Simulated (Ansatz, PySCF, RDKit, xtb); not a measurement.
**Solving SiAsH2, step by step**

Given the formula SiAsH2 (odd number of electrons) and nothing else, which arrangement of the atoms is the most stable in the gas at 298.15 K, and what are its properties?

The funnel: GFN2-xTB relaxations, single points with a density functional, relaxations at B3LYP-D3(BJ)/6-311G**, harmonic vibrations, and a last energy at a higher level. All values are calculated.

6 further runs of the same task are left out: 6 set aside as unsound or not needed.

## Step 1: Candidates

A program enumerates the bonding patterns with one Lewis structure each (two rings at most, one unusual centre or charged pair), with their diastereomers. O–O, O–halogen and N–halogen bonds and N–N–N chains are not drawn. That gives 3 candidates.

```
label       SMILES     spin
 c094  [SiH]=[AsH]  doublet
 c136  [SiH2]=[As]  doublet
 c394  [Si]=[AsH2]  doublet
```

Candidates are built by distance geometry, with a force field where one applies, in up to four conformers (letters a to d). 16 starts with atoms placed at random are added, to find patterns that the rules miss.

**Question.** With final energies at CCSD(T)/def2-TZVPP, which structure will this search put lowest in free energy, and by what margin?

| quantity | value |
| --- | --- |
| lowest structure found | [SiH2]=[As], doublet, C2v |
| next finalist | [SiH]=[AsH], doublet, 10.8 kcal/mol higher in G |
| share at equilibrium, among the finalists | 100.0 % |
| harmonic wavenumbers, lowest and highest (B3LYP-D3(BJ)/6-311G**) | 447 and 2241 cm⁻¹ |
| rotational constants, same geometry | 5.565, 0.1551, 0.1509 cm⁻¹ |
| dipole moment (PBE0/def2-TZVPD) | 1.27 D |
| HOMO energy (highest over α and β) (PBE0/def2-TZVPD) | -6.52 eV |
| LUMO energy (lowest over α and β) (PBE0/def2-TZVPD) | -3.32 eV |
| lowest excitation (TD-B3LYP/def2-SVPD) | 1.17 eV (f = 0.000) |
| vertical ionisation energy (to the singlet cation) | 8.96 eV |
| vertical electron affinity | 1.56 eV |
| vertical quartet less doublet | +1.79 eV |

`[SiH2]=[As]` comes out lowest. The margin of 10.8 kcal/mol over the next finalist is beyond the usual error of the last level; it says nothing of structures that weren't ranked. GFN2-xTB, HF/STO-3G, r2SCAN-D4/def2-SVP, B3LYP-D3(BJ)/6-311G**, HF/def2-TZVPP and MP2/def2-TZVPP already put its bonding pattern lowest among the structures in one piece. A large T1 diagnostic among the finalists warns that one reference determinant may not suffice. It concerns: the finalist [SiH]=[AsH] (doublet); the finalist [SiH]=[AsH] (doublet). The stability test raises a flag; for an open shell a flag towards a general spinor solution can be the free rotation of the spin. Lowest found is not proven lowest: the search is finite, and each finalist counts with one conformer.
